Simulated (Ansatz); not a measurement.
# GaPNH (triplet): the correlation ladder, cc-pVDZ

One table from this session's results is given with a row withheld; the runs are named, their logs left out.

Computed with Ansatz 0.2.0, Gaussian basis. Level: cc-pVDZ, core rule «outside noble gas», up to 20 orbitals frozen.

To be run: UHF; CCSD(T) on ROHF; CISD; CCSDT(Q) on ROHF; CCSDT(Q) on UHF.

27 further runs of the same task are left out: 1 for a mislabelled method, 18 that didn't finish, 8 set aside as unsound or not needed.

## What is computed

The geometry is a PBE0/def2-TZVP stationary point (not a proven minimum) of the parent state, kept for this charge and spin. No spin-orbit coupling is included. The filled d shell of Ga may be among the frozen orbitals whatever the setting's name suggests; the logs give the count.

4 atoms, charge 0, spin multiplicity 3.

Atoms are counted from 1 here; the program's logs count them from 0.

Bond lengths: Ga1–H4 1.712 Å, P2–N3 1.484 Å.

The first run:

in.yaml

```yaml
crystal:
  periodic: [false, false, false]
  atoms:
    - {symbol: Ga, position_ang: [0.000013, -0.353433, 2.046784]}
    - {symbol: P, position_ang: [-0.000005, -0.514710, -0.817362]}
    - {symbol: N, position_ang: [0.000032, -0.153890, -2.256686]}
    - {symbol: H, position_ang: [-0.000039, 1.022032, 1.027264]}
basis:
  gaussian: {orbitals: cc-pVDZ}
magnetization: {spin_polarized: true, initial_magnetization: 2}
hamiltonian: {xc: hf}
output: {orbitals: {seedname: orbitals}}
```

Started as:

```
ansatz run in.yaml --threads 1 --pin off --events-out ev --progress --plain --max-ram 2393MiB
```

Among the steps run: UHF; CCSD(T) on ROHF; CISD; CCSDT(Q) on ROHF; CCSDT(Q) on UHF.

One table of the session follows, with a row left open; its other results are not shown here.

```
   method  from RCCSDT(Q) (meV)
     ROHF              +10262.0
     RMP2               +1075.0
     CISD                     ?
    RCCSD                +618.7
 RCCSD(T)                 +98.1
   RCCSDT                 +77.5
RCCSDT(Q)                     0
```

Q: Estimate the row for CISD from the others.

As computed: from RCCSDT(Q) (meV): +1799.8. In the column «from RCCSDT(Q) (meV)» it lies between RMP2 (+1075.0) and ROHF (+10262.0).

Not comparable, so not listed: CCSDT(Q) on UHF (they don't share determinant, frozen orbitals or solution with the rows shown, or repeat one).
